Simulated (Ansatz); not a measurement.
# CH4Cl2FNOW: a ladder of functionals and wavefunction methods, part 2 of 2

Ansatz 0.2.0, Gaussian basis; functionals in def2-TZVPP, the program's frozen cores in correlated methods.

## Step 14: CAM-B3LYP-D4 (range-separated)

File in.yaml:

```yaml
crystal:
  periodic: [false, false, false]
  atoms:
    - {symbol: C, position_ang: [1.013897, -1.618806, -0.439159]}
    - {symbol: N, position_ang: [0.228060, -0.468003, -0.246917]}
    - {symbol: W, position_ang: [-0.458588, 1.103382, 0.036791]}
    - {symbol: O, position_ang: [-1.901932, 0.578756, 1.089910]}
    - {symbol: F, position_ang: [-0.791138, 1.433577, -1.759826]}
    - {symbol: Cl, position_ang: [-1.130998, 3.359165, 0.347508]}
    - {symbol: Cl, position_ang: [1.433486, 1.694141, 1.191186]}
    - {symbol: H, position_ang: [1.164217, -1.810529, -1.506391]}
    - {symbol: H, position_ang: [1.992592, -1.472697, 0.034064]}
    - {symbol: H, position_ang: [0.538080, -2.496017, 0.011493]}
    - {symbol: H, position_ang: [-2.022276, -0.359968, 1.261940]}
basis:
  gaussian: {orbitals: def2-TZVPP}
hamiltonian: {xc: {name: CAM-B3LYP}, dispersion: d4}
output: {orbitals: {seedname: orbitals}}
```

Command:

```console
> ansatz run in.yaml --threads 2 --pin off --events-out ev --progress --plain --max-ram 32768MiB --backend cuda --devices 0, --max-vram 18GiB
```

What it wrote, cut to the lines that bear on the results:

```text
Functional definition: CAM-B3LYP
  name "CAM-B3LYP"
  cite "Yanai, Tew & Handy, Chem. Phys. Lett. 393, 51 (2004) doi:10.1016/j.cplett.2004.06.011"
  cite "Iikura, Tsuneda, Yanai & Hirao, J. Chem. Phys. 115, 3540 (2001) doi:10.1063/1.1383587"
  cite "Becke, Phys. Rev. A 38, 3098 (1988) doi:10.1103/PhysRevA.38.3098"
  cite "Lee, Yang & Parr, Phys. Rev. B 37, 785 (1988) doi:10.1103/PhysRevB.37.785"
  cite "Vosko, Wilk & Nusair, Can. J. Phys. 58, 1200 (1980) doi:10.1139/p80-159"
[...]
  # Exact exchange under (alpha + beta erf(omega r))/r, Becke's under what is left of 1/r.
[...]
1871 factors; their error is unknown
384 factors; integrals over basis functions are off by at most 1.2e-5 eV
[...]
mean field -34233.97650817 eV, -1258.0754320526 hartree, gradient 2.8e-5 eV, S^2 0.000000; 0 other end points of the search recorded, 0 dependent functions left out
reference -34233.97666239 eV, -1258.0754377199 hartree; 41, 41 occupied and 279, 279 virtual orbitals, 1871 factors
Total energy: -34234.29759267 eV, -1258.0872316903 hartree
```

Run time: 11 s. Hardware: 1 × H100 (card shared with other runs) with 2 threads of AMD EPYC 7R13, shared host; peak host memory 0.86 GiB.

HOMO -9.44 eV, LUMO -1.41 eV.

## Step 15: LC-ωPBE (range-separated)

Edit in.yaml of step 14 so:

```diff
@@ -16,3 +16,3 @@
   gaussian: {orbitals: def2-TZVPP}
-hamiltonian: {xc: {name: CAM-B3LYP}, dispersion: d4}
+hamiltonian: {xc: {name: LC-wPBE}}
 output: {orbitals: {seedname: orbitals}}
```

Launched as before.

What it wrote, cut to the lines that bear on the results:

```text
Functional definition: LC-wPBE
  name "LC-wPBE"
  cite "Vydrov & Scuseria, J. Chem. Phys. 125, 234109 (2006) doi:10.1063/1.2409292"
  cite "Heyd & Scuseria, J. Chem. Phys. 120, 7274 (2004) doi:10.1063/1.1668634"
  cite "Ernzerhof & Perdew, J. Chem. Phys. 109, 3313 (1998) doi:10.1063/1.476928"
  cite "Perdew, Burke & Ernzerhof, Phys. Rev. Lett. 77, 3865 (1996) doi:10.1103/PhysRevLett.77.3865"
  parent pbe
[...]
1801 factors; their error is unknown
472 factors; integrals over basis functions are off by at most 3.1e-5 eV
[...]
mean field -34226.23638738 eV, -1257.7909878599 hartree, gradient 5.2e-5 eV, S^2 0.000000; 0 other end points of the search recorded, 0 dependent functions left out
reference -34226.23638739 eV, -1257.7909878602 hartree; 41, 41 occupied and 279, 279 virtual orbitals, 1801 factors
Total energy: -34226.23638739 eV, -1257.7909878602 hartree
```

Run time: 9 s. Hardware: 1 × H100 (card shared with other runs) with 2 threads of AMD EPYC 7R13, shared host; peak host memory 0.85 GiB.

HOMO -10.85 eV, LUMO -0.33 eV.

## Step 16: ωB97X-V (range-separated)

Edit in.yaml of step 15 so:

```diff
@@ -16,3 +16,3 @@
   gaussian: {orbitals: def2-TZVPP}
-hamiltonian: {xc: {name: LC-wPBE}}
+hamiltonian: {xc: {name: wB97X-V}}
 output: {orbitals: {seedname: orbitals}}
```

The command is unchanged.

What it wrote, cut to the lines that bear on the results:

```text
Functional definition: wB97X-V
  name "wB97X-V"
  cite "Mardirossian & Head-Gordon, Phys. Chem. Chem. Phys. 16, 9904 (2014) doi:10.1039/C3CP54374A"
  cite "Becke, J. Chem. Phys. 107, 8554 (1997) doi:10.1063/1.475007"
  cite "Vydrov & Van Voorhis, J. Chem. Phys. 133, 244103 (2010) doi:10.1063/1.3521275"
[...]
      + integral(e_c_pw_opposite_spin*poly(b97_u_opposite, cos0, cos1)) + vv10(b, c)
1850 factors; their error is unknown
361 factors; integrals over basis functions are off by at most 1.9e-5 eV
[...]
mean field -34229.92262003 eV, -1257.9264544112 hartree, gradient 3.6e-5 eV, S^2 0.000000; 0 other end points of the search recorded, 0 dependent functions left out
reference -34229.92261780 eV, -1257.9264543292 hartree; 41, 41 occupied and 279, 279 virtual orbitals, 1850 factors
Total energy: -34229.92261780 eV, -1257.9264543292 hartree
```

It took 10 s on 1 × H100 (card shared with other runs) with 2 threads of AMD EPYC 7R13, shared host; peak host memory 0.94 GiB.

HOMO -10.47 eV, LUMO -0.38 eV.

## Step 17: ωB97M-V (range-separated)

Edit in.yaml of step 16 so:

```diff
@@ -16,3 +16,3 @@
   gaussian: {orbitals: def2-TZVPP}
-hamiltonian: {xc: {name: wB97X-V}}
-output: {orbitals: {seedname: orbitals}}
+hamiltonian: {xc: {name: wB97M-V}}
+output: {forces: true, orbitals: {seedname: orbitals}}
```

Same command.

What it wrote, cut to the lines that bear on the results:

```text
Functional definition: wB97M-V
  name "wB97M-V"
  cite "Mardirossian & Head-Gordon, J. Chem. Phys. 144, 214110 (2016) doi:10.1063/1.4952647"
  cite "Becke, J. Chem. Phys. 107, 8554 (1997) doi:10.1063/1.475007"
  cite "Vydrov & Van Voorhis, J. Chem. Phys. 133, 244103 (2010) doi:10.1063/1.3521275"
  # Of w^i u^j: cxij and so on, Table III.
[...]
  gx(w, u) = 1 - cx + cx01*u + cx10*w
  gss(w, u) = css00 + css04*u^4 + css10*w + css20*w^2 + css43*w^4*u^3
  gos(w, u) = cos00 + cos10*w + (cos20 + cos21*u)*w^2 + (cos60 + cos61*u)*w^6
[...]
      + integral(e_c_pw_mod_opposite_spin*gos(b97_w_opposite, b97_u_opposite)) + vv10(b, c)
1838 factors; their error is unknown
361 factors; integrals over basis functions are off by at most 1.9e-5 eV
[...]
Atom 1 at     0.228060    -0.468003    -0.246917 Å, force    -0.426249     0.801341     0.134298 eV/Å
Atom 2 at    -0.458588     1.103382     0.036791 Å, force     0.132547    -0.701320    -0.171041 eV/Å
Atom 3 at    -1.901932     0.578756     1.089910 Å, force     0.009480    -0.016524    -0.004910 eV/Å
Atom 4 at    -0.791138     1.433577    -1.759826 Å, force    -0.003164     0.043618     0.035138 eV/Å
Atom 5 at    -1.130998     3.359165     0.347508 Å, force    -0.039203     0.121470     0.010973 eV/Å
Atom 6 at     1.433486     1.694141     1.191186 Å, force     0.086361     0.041719     0.047834 eV/Å
Atom 7 at     1.164217    -1.810529    -1.506391 Å, force    -0.017421     0.026234     0.113378 eV/Å
Atom 8 at     1.992592    -1.472697     0.034064 Å, force    -0.100693    -0.006829    -0.045433 eV/Å
Atom 9 at     0.538080    -2.496017     0.011493 Å, force     0.045412     0.097156    -0.043769 eV/Å
Atom 10 at    -2.022276    -0.359968     1.261940 Å, force    -0.007259     0.055442    -0.000555 eV/Å
Dipole moment:     0.199560    -1.372567     0.011644 e Å
```

It took 16 s on 1 × H100 (card shared with other runs) with 2 threads of AMD EPYC 7R13, shared host; peak host memory 0.99 GiB.

HOMO -10.32 eV, LUMO -0.42 eV.

## Step 18: B2PLYP (double hybrid)

Edit in.yaml of step 17 so:

```diff
@@ -16,3 +16,2 @@
   gaussian: {orbitals: def2-TZVPP}
-hamiltonian: {xc: {name: wB97M-V}}
-output: {forces: true, orbitals: {seedname: orbitals}}
+hamiltonian: {xc: {name: B2PLYP}}
```

Launched as before.

What it wrote, cut to the lines that bear on the results:

```text
Functional definition: B2PLYP
  name "B2PLYP"
  cite "Grimme, J. Chem. Phys. 124, 034108 (2006) doi:10.1063/1.2148954"
  cite "Becke, Phys. Rev. A 38, 3098 (1988) doi:10.1103/PhysRevA.38.3098"
  cite "Lee, Yang & Parr, Phys. Rev. B 37, 785 (1988) doi:10.1103/PhysRevB.37.785"
[...]
1991 factors; integrals over basis functions are off by at most 1.0e-3 eV
[...]
mean field -34206.37721843 eV, -1257.0611768620 hartree, gradient 3.8e-6 eV, S^2 0.000000; 0 other end points of the search recorded, 0 dependent functions left out
14 core orbitals not correlated: weight in the atoms' cores, before any rotation towards them, 1.000 or more for the frozen orbitals, at most 0.000 for the correlated occupied ones
reference -34206.37741680 eV, -1257.0611841519 hartree; 27, 27 occupied and 279, 279 virtual orbitals, 1991 factors
second order -59.68585439 eV of doubles, -0.00000000 eV of singles
Total energy: -34222.49259748 eV, -1257.6534061188 hartree
```

Wall time 15 s (1 × H100 (card shared with other runs) with 2 threads of AMD EPYC 7R13, shared host); peak host memory 1.4 GiB.

## Step 19: PBE-QIDH (double hybrid)

Edit in.yaml of step 18 so:

```diff
@@ -16,2 +16,2 @@
   gaussian: {orbitals: def2-TZVPP}
-hamiltonian: {xc: {name: B2PLYP}}
+hamiltonian: {xc: {name: PBE-QIDH}}
```

Same command.

What it wrote, cut to the lines that bear on the results:

```text
Functional definition: PBE-QIDH
  name "PBE-QIDH"
  cite "Brémond, Sancho-García, Pérez-Jiménez & Adamo, J. Chem. Phys. 141, 031101 (2014) doi:10.1063/1.4890314"
  cite "Perdew, Burke & Ernzerhof, Phys. Rev. Lett. 77, 3865 (1996) doi:10.1103/PhysRevLett.77.3865"
[...]
1991 factors; integrals over basis functions are off by at most 1.0e-3 eV
[...]
mean field -34194.51491323 eV, -1256.6252451866 hartree, gradient 8.5e-6 eV, S^2 0.000000; 0 other end points of the search recorded, 0 dependent functions left out
14 core orbitals not correlated: weight in the atoms' cores, before any rotation towards them, 1.000 or more for the frozen orbitals, at most 0.000 for the correlated occupied ones
reference -34194.51492721 eV, -1256.6252457003 hartree; 27, 27 occupied and 279, 279 virtual orbitals, 1991 factors
second order -55.14900828 eV of doubles, -0.00000000 eV of singles
Total energy: -34212.89792997 eV, -1257.3008085912 hartree
```

Wall time 10 s (1 × H100 (card shared with other runs) with 2 threads of AMD EPYC 7R13, shared host); peak host memory 1.4 GiB.

## Step 20: Orbital energies across the functionals

Dipoles come from the runs that computed forces. Levels are read from the orbital files that the runs wrote:

```tsv
functional	HOMO (eV)	LUMO (eV)	gap (eV)	dipole (D)	time
LDA (SPW92)	-6.90	-3.29	3.62		12 s
PBE-D4	-6.73	-3.07	3.66	6.27	13 s
revPBE-D4	-6.66	-2.99	3.68		10 s
BLYP-D4	-6.56	-2.97	3.60		12 s
r2SCAN-D4	-7.08	-3.05	4.03	6.49	13 s
B97M-V	-7.18	-3.04	4.14		17 s
PBE0-D4	-8.11	-2.41	5.70		13 s
B3LYP-D4	-7.83	-2.61	5.21	6.49	16 s
r2SCANh-D4	-7.58	-2.79	4.79		14 s
r2SCAN0-D4	-8.34	-2.39	5.95		11 s
HSE06-D4	-7.71	-2.78	4.93		13 s
BHLYP-D4	-9.34	-1.59	7.75		9.5 s
CAM-B3LYP-D4	-9.44	-1.41	8.03		11 s
LC-ωPBE	-10.85	-0.33	10.52		9 s
ωB97X-V	-10.47	-0.38	10.09		10 s
ωB97M-V	-10.32	-0.42	9.90	6.66	16 s
```

## Step 21: CCSD(T) in def2-SVP

Edit in.yaml of step 19 so:

```diff
@@ -15,3 +15,3 @@
 basis:
-  gaussian: {orbitals: def2-TZVPP}
-hamiltonian: {xc: {name: PBE-QIDH}}
+  gaussian: {orbitals: def2-SVP}
+correlation: {method: ccsd_t}
```

The command is unchanged.

What it wrote, cut to the lines that bear on the results:

```text
Functional definition: HF
  name "HF"
  cite "Fock, Z. Phys. 61, 126 (1930) doi:10.1007/BF01340294"
  parent pbe
[...]
1387 factors; integrals over basis functions are off by at most 1.5e-3 eV
[...]
mean field -34122.14455148 eV, -1253.9656834466 hartree, gradient 7.5e-6 eV, S^2 0.000000; 0 other end points of the search recorded, 0 dependent functions left out; unrestricted orbitals would lower it
14 core orbitals not correlated: weight in the atoms' cores, before any rotation towards them, 1.000 or more for the frozen orbitals, at most 0.000 for the correlated occupied ones
reference -34122.14455148 eV, -1253.9656834466 hartree; 27, 27 occupied and 103, 103 virtual orbitals, 1387 factors
second order -36.79485435 eV of doubles, -0.00000000 eV of singles
cycle   1  -34.46751195 eV  change     2.3e0 eV  update   2.7e-1
[...]
cycle  12  -36.33650176 eV  change    5.0e-5 eV  update   1.6e-5
perturbative correction -1.46403668 eV, -0.0538023555 hartree
Total energy: -34159.94508992 eV, -1255.3548276122 hartree
```

It took 9.5 s on 1 × H100 (card shared with other runs) with 2 threads of AMD EPYC 7R13, shared host.

## Step 22: CCSD(T) in def2-TZVPP

Edit in.yaml of step 21 so:

```diff
@@ -15,3 +15,4 @@
 basis:
-  gaussian: {orbitals: def2-SVP}
+  gaussian: {orbitals: def2-TZVPP}
 correlation: {method: ccsd_t}
+output: {orbitals: {seedname: orbitals}}
```

Same command.

What it wrote, cut to the lines that bear on the results:

```text
Functional definition: HF
  name "HF"
  cite "Fock, Z. Phys. 61, 126 (1930) doi:10.1007/BF01340294"
  parent pbe
[...]
1991 factors; integrals over basis functions are off by at most 1.0e-3 eV
[...]
mean field -34140.74306145 eV, -1254.6491660815 hartree, gradient 2.9e-6 eV, S^2 0.000000; 0 other end points of the search recorded, 0 dependent functions left out; unrestricted orbitals would lower it
14 core orbitals not correlated: weight in the atoms' cores, before any rotation towards them, 1.000 or more for the frozen orbitals, at most 0.000 for the correlated occupied ones
reference -34140.74306145 eV, -1254.6491660815 hartree; 27, 27 occupied and 279, 279 virtual orbitals, 1991 factors
second order -48.60082084 eV of doubles, -0.00000000 eV of singles
cycle   1  -45.60606346 eV  change     3.0e0 eV  update   2.9e-1
[...]
cycle  14  -47.88575339 eV  change    2.7e-5 eV  update   5.4e-6
perturbative correction -2.49248886 eV, -0.0915972762 hartree
Total energy: -34191.12130371 eV, -1256.5005323368 hartree
```

Wall time 21 s (1 × H100 (card shared with other runs) with 2 threads of AMD EPYC 7R13, shared host); peak host memory 1.3 GiB.

## Step 23: MP2 in def2-QZVPP

Edit in.yaml of step 22 so:

```diff
@@ -15,4 +15,3 @@
 basis:
-  gaussian: {orbitals: def2-TZVPP}
-correlation: {method: ccsd_t}
-output: {orbitals: {seedname: orbitals}}
+  gaussian: {orbitals: "def2-QZVPP.json"}
+correlation: {method: mp2}
```

Launched as before.

What it wrote:

```text
Functional definition: HF
  name "HF"
  cite "Fock, Z. Phys. 61, 126 (1930) doi:10.1007/BF01340294"
  parent pbe
  exchange = exact_x
  correlation = 0
3445 factors; integrals over basis functions are off by at most 9.8e-4 eV
mean field evaluation 1: about -34129.7035 eV, gradient 7.7e1 eV
mean field evaluation 2: about -34130.0374 eV, gradient 7.8e1 eV
mean field evaluation 4: about -34141.4634 eV, gradient 1.2e1 eV
mean field evaluation 8: about -34141.7960 eV, gradient 1.3e0 eV
mean field evaluation 16: about -34141.8034 eV, gradient 2.7e-6 eV
mean field -34141.80339625 eV, -1254.6881326668 hartree, gradient 3.0e-6 eV, S^2 0.000000; 0 other end points of the search recorded, 0 dependent functions left out; unrestricted orbitals would lower it
14 core orbitals not correlated: weight in the atoms' cores, before any rotation towards them, 1.000 or more for the frozen orbitals, at most 0.000 for the correlated occupied ones
reference -34141.80339625 eV, -1254.6881326668 hartree; 27, 27 occupied and 528, 528 virtual orbitals, 3445 factors
second order -53.16934184 eV of doubles, -0.00000000 eV of singles
Total energy: -34194.97273810 eV, -1256.6420699401 hartree
```

Run time: 8 s. Hardware: 1 × H100 (card shared with other runs) with 2 threads of AMD EPYC 7R13, shared host; peak host memory 1.1 GiB.

The pieces so far (eV):

```tsv
basis	HF	MP2 correlation	CCSD correlation	(T)	total
def2-SVP	-34122.1446	-36.7949	-36.3365	-1.4640	-34159.9451
def2-TZVPP	-34140.7431	-48.6008	-47.8858	-2.4925	-34191.1213
def2-QZVPP	-34141.8034	-53.1693			-34194.9727 (MP2)
```

The report of the def2-TZVPP run gives T1 = 0.0185.

## Step 24: The basis-set limit

No new run: Hartree-Fock is extrapolated as exp(−7.88√X) and correlation as X^−2.97, with X = 3 and 4; only MP2 was run in the larger set, so CCSD(T) minus MP2 is added from the smaller one.

```tsv
level	energy at the limit (eV)
HF	-34141.9494
MP2	-34198.5029
CCSD	-34197.7878
CCSD(T)	-34200.2803
```

## Step 25: RPA on PBE orbitals

Edit in.yaml of step 23 so:

```diff
@@ -15,3 +15,4 @@
 basis:
-  gaussian: {orbitals: "def2-QZVPP.json"}
-correlation: {method: mp2}
+  gaussian: {orbitals: def2-TZVPP}
+hamiltonian: {xc: pbe}
+correlation: {method: rpa}
```

The command is unchanged.

What it wrote, cut to the lines that bear on the results:

```text
Functional definition: PBE
  name "PBE"
  cite "Perdew, Burke & Ernzerhof, Phys. Rev. Lett. 77, 3865 (1996) doi:10.1103/PhysRevLett.77.3865"
  parent pbe
[...]
1991 factors; integrals over basis functions are off by at most 1.0e-3 eV
[...]
mean field -34220.82914201 eV, -1257.5922752578 hartree, gradient 5.2e-6 eV, S^2 0.000000; 0 other end points of the search recorded, 0 dependent functions left out
14 core orbitals not correlated: weight in the atoms' cores, before any rotation towards them, 1.000 or more for the frozen orbitals, at most 0.000 for the correlated occupied ones
reference -34137.60431266 eV, -1254.5338191910 hartree; 27, 27 occupied and 279, 279 virtual orbitals, 1991 factors
Total energy: -34209.74650687 eV, -1257.1849959283 hartree
```

Wall time 11 s (1 × H100 (card shared with other runs) with 2 threads of AMD EPYC 7R13, shared host); peak host memory 1.4 GiB.

RPA correlation: -72.142 eV.

## Step 26: What came out

The summary covers parts 1 to 2.

| quantity | value |
| --- | --- |
| CCSD(T) correlation energy, def2-TZVPP | -50.378 eV |
| gap, smallest and largest | 3.60 eV (BLYP-D4), 10.52 eV (LC-ωPBE) |
| T1 diagnostic | 0.0185 |
| triples share of the correlation energy | 4.9 % |

**Reading.** In def2-TZVPP MP2 gives 96 % of the CCSD(T) correlation energy. Orbital gaps span 3.6 to 10.5 eV; exact exchange widens them. The restricted reference is unstable towards a spin-broken one. Correlated methods include outer-core shells of W, which these sets cover unevenly.

The functionals cost 9 s to 17 s; CCSD(T) went from 9.5 s (144 functions) to 21 s (320).
